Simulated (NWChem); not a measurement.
# B3LYP/def2-TZVP run of S2O (Disulfur monoxide)

What is the electronic atomisation energy of S2O (Disulfur monoxide) at B3LYP/def2-TZVP? 

The calculation is run with NWChem 7.3.0.

## Step 1: The structure to begin with

S2O has 3 atoms, charge 0, and is taken as a singlet. SMILES: `O=S=S`. The coordinates come from a PBE0-D4/def2-TZVP relaxation.

Bond lengths: O1–S2 1.453 Å, S2–S3 1.880 Å. Angles: O1–S2–S3 117.8°.

## Step 2: The energy at B3LYP/def2-TZVP

test.nw

```
start test
title "OS2 B3LYP"
memory stack 880 mb heap 220 mb global 1100 mb
charge 0
geometry units au noautosym nocenter noautoz
  O   0.85345701  2.27526805  0.93195623
  S   0.99989189 -0.38835762  0.28145581
  S  -1.85333000 -1.88691043 -1.21341204
end
basis spherical bse
  * library def2-TZVP
end
dft
  xc b3lyp
  grid xfine
  convergence energy 1e-08
  maxiter 100
  mulliken
  print low
end
task dft energy
```

Started as:

```bash
nwchem test.nw > test.out
```

What it wrote:

```text
[...]
 d= 0,ls=0.0,diis     1   -871.5614300793 -1.01D+03  1.32D-02  1.58D+00     3.6
[...]
 d= 0,ls=0.0,diis    12   -871.6776587684 -1.25D-10  2.95D-07  2.77D-09    34.9
         Total DFT energy =     -871.677658768353
      One electron energy =    -1485.917336291329
           Coulomb energy =      531.916390496882
    Exchange-Corr. energy =      -60.018437219563
 Nuclear repulsion energy =      142.341724245657
[...]
      Total Density - Mulliken Population Analysis
     ---------------------------------------------
    Atom       Charge   Shell Charges
 -----------   ------   -------------------------------------------------------
    1 O    8     8.35   0.79  1.18  0.62  0.92  0.34  1.86  1.81  0.78  0.00  0.03  0.00
    2 S   16    15.54   2.01  0.47  1.48  1.16  0.70  4.18  1.67  0.90  1.86  0.56  0.19  0.33  0.04
    3 S   16    16.12   2.01  0.47  1.49  1.15  0.78  4.18  1.66  0.94  2.24  1.09  0.03  0.06  0.01
[...]
```

It took 36 s on 1 thread of Intel Xeon Platinum 8259CL at 2.50GHz (Skylake/Cascade Lake), shared host; peak memory 0.12 GiB.

## Step 3: The O atom at the same level

test.nw

```
echo
start test
title "O"
memory total 2200 mb
charge 0

geometry units angstroms noautosym nocenter noautoz
   O     0.000000    0.000000    0.000000
end

basis spherical bse
   * library def2-TZVP
end

dft
   xc b3lyp
   mult 3
   grid xfine
   convergence energy 1e-08
   maxiter 100
   mulliken
   noprint "final vectors analysis"
end

task dft energy
```

Run the same way, it converges to -75.09628 Eh (log not shown).

## Step 4: The S atom at the same level

run.nw

```
start run
title "Disulfur monoxide"
memory stack 880 mb heap 220 mb global 1100 mb

geometry noautosym nocenter noautoz
 S     0.000000    0.000000    0.000000
end

basis spherical bse
 S library def2-TZVP
end

dft
 xc b3lyp
 mult 3
 grid xfine
 convergence energy 1e-08
 iterations 100
 mulliken
 print low
end

task dft
```

Run the same way, it converges to -398.13237 Eh (log not shown).

## Step 5: What came out

Level: B3LYP/def2-TZVP.

| quantity | value |
| --- | --- |
| molecule: total energy | -871.67766 Eh |
| O atom: total energy | -75.09628 Eh |
| O atom: ⟨S²⟩ | 2.003 |
| S atom: total energy | -398.13237 Eh |
| S atom: ⟨S²⟩ | 2.004 |
| electronic atomisation energy | 8.616 eV |

**Reading.** Taking the molecule apart into free atoms costs 8.62 eV (831 kJ/mol), before zero-point energy and without spin-orbit coupling. Mulliken charges (molecule) run from -0.35 on O1 to +0.46 on S2.
